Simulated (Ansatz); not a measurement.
# MgBeS3: the cost of one run

Program: Ansatz 0.2.0. Level of theory: DFT PBE, scalar-relativistic, plane waves, PAW, unless a step names another level. These are calculated values, not measurements.

8 further runs of the same task are left out: 8 set aside as unsound or not needed. Runs told in other sessions of the task aren't counted.

**1. The formula and the candidates**

Pauling electronegativities: Mg 1.31, Be 1.57, S 2.58 (spread 1.27). No set of common oxidation states balances it. Tabulated atomic sizes suggest about 18 Å³/atom. 19 candidates were drawn, by swapping species into database cells of other compounds, at random by space group and Wyckoff sites, or by hand, as the table says:

| name | made from | space group no. | Wyckoff sites | atoms (primitive cell) | V (Å³/atom) |
| --- | --- | --- | --- | --- | --- |
| c01 | built by hand: ilmenite FeTiO3 | 148 | Mg 6c; Be 6c; S 18f | 10 | 18.1 |
| c02 | random | 47 | Mg 1c; Be 1d; S 2s, 1f | 5 | 19.3 |
| c03 | random | 221 | Mg 1a; Be 1b; S 3d | 5 | 19.9 |
| c04 | random | 183 | Mg 1a; Be 1a; S 3c | 5 | 18.7 |
| c05 | database cell of PrBPt3 | 99 | Mg 1a; Be 1b; S 2c, 1b | 5 | 18.4 |
| c06 | built by hand: polar layered sulfide-disulfide, hand-built | 156 | Mg 1a; Be 1c; S 1c, 1b, 1b | 5 | 18.1 |
| c07 | built by hand: post-perovskite CaIrO3 | 63 | Mg 4a; Be 4c; S 4c, 8f | 10 | 18.1 |
| c08 | database cell of BaSnO3 | 74 | Mg 4a; Be 4e; S 8g, 4e | 10 | 15.4 |
| c09 | database cell of YScO3 | 194 | Mg 2c; Be 2a; S 4f, 2b | 10 | 19.0 |
| c10 | random | 187 | Mg 1b; Be 1e; S 2h, 1f | 5 | 21.8 |
| c11 | random | 225 | Mg 4a, 4b; Be 8c; S 24e | 10 | 20.6 |
| c12 | random | 191 | Mg 2d; Be 2e; S 4h, 2c | 10 | 18.6 |
| c13 | database cell of CaSnS3 | 148 | Mg 6c; Be 6c; S 18f | 10 | 19.0 |
| c14 | built by hand: calcite CaCO3 | 167 | Mg 6b; Be 6a; S 18e | 10 | 18.1 |
| c15 | random | 123 | Mg 1b; Be 1d; S 2f, 1c | 5 | 20.2 |
| c16 | random | 191 | Mg 1b; Be 1a; S 3g | 5 | 18.9 |
| c17 | database cell of CeFeGe3 | 107 | Mg 2a; Be 2a; S 4b, 2a | 5 | 17.7 |
| c18 | built by hand: centrosymmetric segregated sulfide-disulfide, hand-built | 164 | Mg 2d; Be 2d; S 2c, 2d, 2c | 10 | 18.1 |
| c19 | database cell of RbInCl3 | 1 | Mg 1a; Be 1a; S 1a, 1a, 1a | 5 | 20.0 |

**2. Screening run of c06**

Input file input.yaml:

```yaml
crystal:
  lattice:
    - [3.6, 0.0, 0.0]
    - [-1.8, 3.11769145, 0.0]
    - [0.0, 0.0, 8.05]
  atoms:
    - { symbol: Mg, position: [0.66666667, 0.33333333, 0.2] }
    - { symbol: Be, position: [0.33333333, 0.66666667, 0.66] }
    - { symbol: S, position: [0.33333333, 0.66666667, 0.395] }
    - { symbol: S, position: [0.0, 0.0, 0.0] }
    - { symbol: S, position: [0.0, 0.0, 0.735] }
basis:
  ecutwfc: 420
kpoints:
  mp_grid: { grid: [5, 5, 2] }
hamiltonian:
  xc: pbe
scf:
  occupations: { method: gaussian, width: 0.2 }
  lower_state_search: "off"
output:
  forces: true
  stress: true
  eigenvalues: true
relax:
  adjacent_minimum: "off"
  f_tol: 0.08
  max_steps: 16
  cell: { stress_tol: 0.8 }
```

On the command line:

```
ansatz run input.yaml --threads 1 --pin off --max-ram 2560MiB --backend cpu --events-out ev --progress --plain --runs-dir out
```

**Question.** How long does this run take on 1 thread of Intel Xeon Platinum 8488C (Sapphire Rapids), shared host, and how much memory does it need?

About 12 s, with a peak of 0.37 GiB.
